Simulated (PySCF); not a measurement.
**C8H3F: NMR shifts and electronic excitations in gas and solvents, part 1 of 2**

Aim: compute the NMR shifts and electronic excitations of C8H3F (`C#CC#CC#C/C=C\F`), and see what a dielectric continuum does where one was used.

Computed with PySCF 2.14.0, with density-fitted response routines of our own, on a single molecule, in the gas phase or a continuum. Atoms are numbered from 0 throughout.

### 1 Starting geometry

12 atoms, charge 0, multiplicity 1; geometry from: GFN2-xTB. The atoms were then displaced at random by about 0.01 Å, so the start is not that level's minimum.

Bonds of the start (Å): C0–C1 1.23, C1–C2 1.36, C2–C3 1.17, C3–C4 1.38, C4–C5 1.22, C5–C6 1.38, C6–C7 1.32, C7–F8 1.36, C0–H9 1.03, C6–H10 1.08, C7–H11 1.09.

### 2 Relaxing the molecule at PBE0-D3(BJ)/def2-SVP

What the job is given:

```
{"job": {"xc": "PBE0", "basis": "def2-SVP", "d3": "d3bj", "grid": 1, "shake": 0.01, "kind": "geom"}, "charge": 0, "multiplicity": 1}
C      4.978040     0.054280     1.013280
C      3.768320     0.064650     0.768920
C      2.430690     0.055000     0.501500
C      1.286710     0.046530     0.280160
C     -0.068300     0.024420     0.020290
C     -1.262340     0.023710    -0.205370
C     -2.619600     0.003280    -0.476190
C     -3.568420    -0.114840     0.439990
F     -3.318390    -0.242830     1.770810
H      5.982420     0.086410     1.226700
H     -2.931120     0.101580    -1.503630
H     -4.638330    -0.130450     0.247620
```

Launch:

```bash
OMP_NUM_THREADS=1 python probes_run.py task.json out
```

The driver reads the jobs from task.json and runs them one after another.

The program printed:

```text
step   0  E = -405.51099123  max force = 0.152745
step   1  E = -405.52362785  max force = 0.016618
step   2  E = -405.52313949  max force = 0.013178
step   3  E = -405.52418462  max force = 0.002896
step   4  E = -405.52420857  max force = 0.002000
step   5  E = -405.52428622  max force = 0.001114
step   6  E = -405.52431594  max force = 0.000628
step   7  E = -405.52431932  max force = 0.000388
optimisation converged
```

It took 49 s on 1 thread of Arm Neoverse V2, shared host; peak memory 0.56 GiB.

The steps of the relaxation: (the energy doesn't fall at every step)

| step | energy from step 0 (eV) | largest force component (eV/Å) |
| --- | --- | --- |
| 0 | 0.0000 | 7.8545 |
| 1 | -0.3439 | 0.8545 |
| 2 | -0.3306 | 0.6776 |
| 3 | -0.3590 | 0.1489 |
| 4 | -0.3597 | 0.1028 |
| 5 | -0.3618 | 0.0573 |
| 6 | -0.3626 | 0.0323 |
| 7 | -0.3627 | 0.0200 |

Distances of close pairs at the start and the end, largest changes first:

| bond | before (Å) | after (Å) | change (Å) |
| --- | --- | --- | --- |
| C2–C3 | 1.165 | 1.228 | +0.063 |
| C0–H9 | 1.027 | 1.075 | +0.047 |
| C7–F8 | 1.360 | 1.317 | -0.044 |
| C5–C6 | 1.384 | 1.409 | +0.025 |
| C3–C4 | 1.380 | 1.357 | -0.022 |
| C6–C7 | 1.324 | 1.342 | +0.018 |
| C6–H10 | 1.078 | 1.095 | +0.017 |
| C0–C1 | 1.234 | 1.219 | -0.015 |

The final coordinates are the input of the step that follows.

| at the end point | value |
| --- | --- |
| point group (found at 0.08 Å tolerance) | Cs |
| rotational constants (GHz, main isotopes) | 8.929, 0.451, 0.429 |
| dipole moment (D) | 1.77 |

### 3 Nuclear shieldings: PBE0/pcSseg-1 in cyclohexane

What the job is given:

```
{"job": {"kind": "nmr", "xc": "PBE0", "basis": "pcSseg-1", "solvent": "cyclohexane", "pop": true}, "charge": 0, "multiplicity": 1}
C      5.023055     0.109297     0.974410
C      3.822830     0.085268     0.761800
C      2.481442     0.062171     0.524869
C      1.272709     0.042347     0.309085
C     -0.062641     0.019393     0.065954
C     -1.267556     0.001879    -0.155433
C     -2.644869    -0.011921    -0.452657
C     -3.626479    -0.136677     0.454269
F     -3.397123    -0.268073     1.743984
H      6.081472     0.123469     1.159368
H     -2.952027     0.087409    -1.498826
H     -4.689658    -0.141866     0.198412
```

With the program's defaults for keys left out, this is: GIAO PBE0/pcSseg-1 NMR shielding, non-relativistic, IEF-PCM cyclohexane.

The program printed:

```text
coarse grid: 11640 points
cycle   1  E = -405.6575400870  dE =  1.567e+00  |g| = 4.967e-01  |ddm| = 4.106e+00
cycle   2  E = -405.6320986976  dE =  2.544e-02  |g| = 6.230e-01  |ddm| = 1.106e+00
cycle   3  E = -405.7061783276  dE = -7.408e-02  |g| = 1.138e-01  |ddm| = 6.017e-01
cycle   4  E = -405.7084532426  dE = -2.275e-03  |g| = 5.951e-02  |ddm| = 1.283e-01
cycle   5  E = -405.7092756166  dE = -8.224e-04  |g| = 2.054e-02  |ddm| = 6.006e-02
cycle   6  E = -405.7093827238  dE = -1.071e-04  |g| = 5.006e-03  |ddm| = 1.909e-02
cycle   7  E = -405.7093874833  dE = -4.759e-06  |g| = 1.715e-03  |ddm| = 6.172e-03
final grid: 117384 points
cycle   8  E = -405.7734040407  dE = -2.763e-05  |g| = 5.163e-03  |ddm| = 1.440e-01
cycle   9  E = -405.7733969394  dE =  7.101e-06  |g| = 7.564e-03  |ddm| = 1.206e-02
cycle  10  E = -405.7734101604  dE = -1.322e-05  |g| = 1.850e-03  |ddm| = 6.722e-03
cycle  11  E = -405.7734109475  dE = -7.870e-07  |g| = 4.479e-04  |ddm| = 1.517e-03
cycle  12  E = -405.7734109904  dE = -4.297e-08  |g| = 1.199e-04  |ddm| = 4.245e-04
cycle  13  E = -405.7734109930  dE = -2.521e-09  |g| = 6.081e-05  |ddm| = 1.297e-04
cycle  14  E = -405.7734109940  dE = -9.958e-10  |g| = 1.514e-05  |ddm| = 6.431e-05
converged SCF energy = -405.7734109940

GIAO shielding tensors (ppm)
atom      isotropic    diamagn.    paramagn.     s11        s22        s33       span
  0 C      106.696     262.843    -156.147     30.252     31.994    257.842    227.590
  1 C      111.925     248.185    -136.261     22.445     22.921    290.409    267.964
  2 C      108.063     248.410    -140.347     37.090     40.092    247.006    209.916
  3 C      122.421     254.278    -131.857     33.174     35.049    299.040    265.866
  4 C       94.489     248.273    -153.784     26.424     45.424    211.620    185.196
  5 C      116.574     257.463    -140.889     10.175     23.460    316.087    305.911
  6 C       89.049     264.269    -175.220     -5.197    119.658    152.687    157.884
  7 C       10.172     242.409    -232.237   -104.701     50.436     84.781    189.482
  8 F      258.094     478.043    -219.948    132.036    211.333    430.914    298.878
  9 H       28.906      33.001      -4.095     23.863     23.891     38.965     15.101
 10 H       26.174      29.573      -3.400     23.032     26.566     28.923      5.891
 11 H       24.168      25.040      -0.872     21.887     24.030     26.587      4.699
```

Run time: 16 s. Hardware: 1 thread of Arm Neoverse V2, shared host; peak memory 0.86 GiB.

The references, computed at this level on geometries of the same kind, shield at (ppm): 1H TMS 31.26, 13C TMS 184.8, 19F CFCl3 178.6. Their shielding less the atom's gives the shift. The references are single molecules in the same continuum, so shifts against H2O, NH3, PH3, H3PO4 or CFCl3 are not on the usual liquid scales and can be off by tens of ppm.

| atoms | environment | σ (ppm) | δ (ppm) |
| --- | --- | --- | --- |
| C7 | alkene CH | 10.2 | 174.6 |
| C6 | alkene CH | 89.0 | 95.8 |
| C4 | alkyne carbon | 94.5 | 90.3 |
| C0 | terminal alkyne carbon | 106.7 | 78.1 |
| C2 | alkyne carbon | 108.1 | 76.8 |
| C1 | alkyne carbon | 111.9 | 72.9 |
| C5 | alkyne carbon | 116.6 | 68.2 |
| C3 | alkyne carbon | 122.4 | 62.4 |
| H11 | hydrogen on an alkene CH | 24.17 | 7.09 |
| H10 | hydrogen on an alkene CH | 26.17 | 5.08 |
| H9 | hydrogen on a terminal alkyne carbon | 28.91 | 2.35 |
| F8 | vinylic fluorine | 258.1 | -79.5 |

The run also stored atomic charges by several schemes (e):

| atoms | Mulliken | IAO | Hirshfeld | ESP fit |
| --- | --- | --- | --- | --- |
| C0 | -0.43 | -0.18 | -0.06 | -0.43 |
| C1 | 0.25 | -0.03 | -0.04 | 0.18 |
| C2 | 0.05 | -0.03 | -0.02 | -0.23 |
| C3 | 0.02 | -0.02 | -0.02 | 0.25 |
| C4 | 0.13 | -0.06 | -0.05 | -0.42 |
| C5 | -0.06 | 0.01 | -0.02 | 0.39 |
| C6 | -0.40 | -0.23 | -0.07 | -0.56 |
| C7 | 0.29 | 0.19 | 0.08 | 0.23 |
| F8 | -0.24 | -0.24 | -0.06 | -0.14 |

Mayer bond orders: C0–C1 2.18, C1–C2 0.98, C2–C3 1.92, C3–C4 1.07, C4–C5 1.98, C5–C6 1.23, C6–C7 1.78, C7–F8 1.02.

### 4 Nuclear shieldings: PBE0/pcSseg-1 in methanol

Same as in step 3 but for these lines:

```diff
@@ -1,2 +1,2 @@
-{"job": {"kind": "nmr", "xc": "PBE0", "basis": "pcSseg-1", "solvent": "cyclohexane", "pop": true}, "charge": 0, "multiplicity": 1}
+{"job": {"kind": "nmr", "xc": "PBE0", "basis": "pcSseg-1", "solvent": "methanol", "pop": false}, "charge": 0, "multiplicity": 1}
 C      5.023055     0.109297     0.974410
```

Method: GIAO PBE0/pcSseg-1 NMR shielding, non-relativistic, IEF-PCM methanol.

The program printed:

```text
coarse grid: 11640 points
cycle   1  E = -405.6665548139  dE =  1.558e+00  |g| = 4.862e-01  |ddm| = 4.105e+00
cycle   2  E = -405.6507445170  dE =  1.581e-02  |g| = 5.817e-01  |ddm| = 1.040e+00
cycle   3  E = -405.7127626333  dE = -6.202e-02  |g| = 9.382e-02  |ddm| = 5.361e-01
cycle   4  E = -405.7145187281  dE = -1.756e-03  |g| = 2.921e-02  |ddm| = 8.881e-02
cycle   5  E = -405.7146479932  dE = -1.293e-04  |g| = 1.871e-02  |ddm| = 3.609e-02
cycle   6  E = -405.7147342985  dE = -8.631e-05  |g| = 3.269e-03  |ddm| = 1.624e-02
cycle   7  E = -405.7147364811  dE = -2.183e-06  |g| = 1.125e-03  |ddm| = 3.576e-03
final grid: 117384 points
cycle   8  E = -405.7787197373  dE = -2.930e-05  |g| = 4.765e-03  |ddm| = 1.429e-01
cycle   9  E = -405.7787187977  dE =  9.396e-07  |g| = 5.490e-03  |ddm| = 1.074e-02
cycle  10  E = -405.7787251772  dE = -6.380e-06  |g| = 1.204e-03  |ddm| = 5.094e-03
cycle  11  E = -405.7787254717  dE = -2.945e-07  |g| = 2.797e-04  |ddm| = 1.216e-03
cycle  12  E = -405.7787254897  dE = -1.802e-08  |g| = 1.186e-04  |ddm| = 3.361e-04
cycle  13  E = -405.7787254932  dE = -3.435e-09  |g| = 2.240e-05  |ddm| = 1.177e-04
cycle  14  E = -405.7787254933  dE = -1.005e-10  |g| = 9.731e-06  |ddm| = 2.486e-05
converged SCF energy = -405.7787254933

GIAO shielding tensors (ppm)
atom      isotropic    diamagn.    paramagn.     s11        s22        s33       span
  0 C      104.026     261.929    -157.903     25.988     28.258    257.831    231.843
  1 C      113.092     248.660    -135.568     24.071     24.639    290.567    266.495
  2 C      109.122     248.781    -139.659     37.924     41.852    247.590    209.666
  3 C      122.796     254.553    -131.757     33.667     35.775    298.946    265.280
  4 C       96.890     248.492    -151.602     28.439     48.775    213.456    185.017
  5 C      114.255     258.015    -143.760      7.695     19.844    315.226    307.531
  6 C       90.602     263.882    -173.281     -2.521    121.053    153.272    155.793
  7 C        7.150     242.306    -235.157   -109.526     46.667     84.308    193.834
  8 F      257.346     478.322    -220.976    127.842    209.521    434.676    306.835
  9 H       28.479      32.580      -4.101     23.358     23.382     38.697     15.340
 10 H       25.888      29.128      -3.240     22.687     26.261     28.717      6.030
 11 H       23.892      24.621      -0.729     21.530     23.854     26.293      4.763
```

Wall time 12 s (1 thread of Arm Neoverse V2, shared host); peak memory 0.86 GiB.

In short: δ C7 178.3, C6 94.9, C4 88.6, C0 81.4, H11 7.35, H10 5.35 ppm.

(Continued in part 2 of 2.)
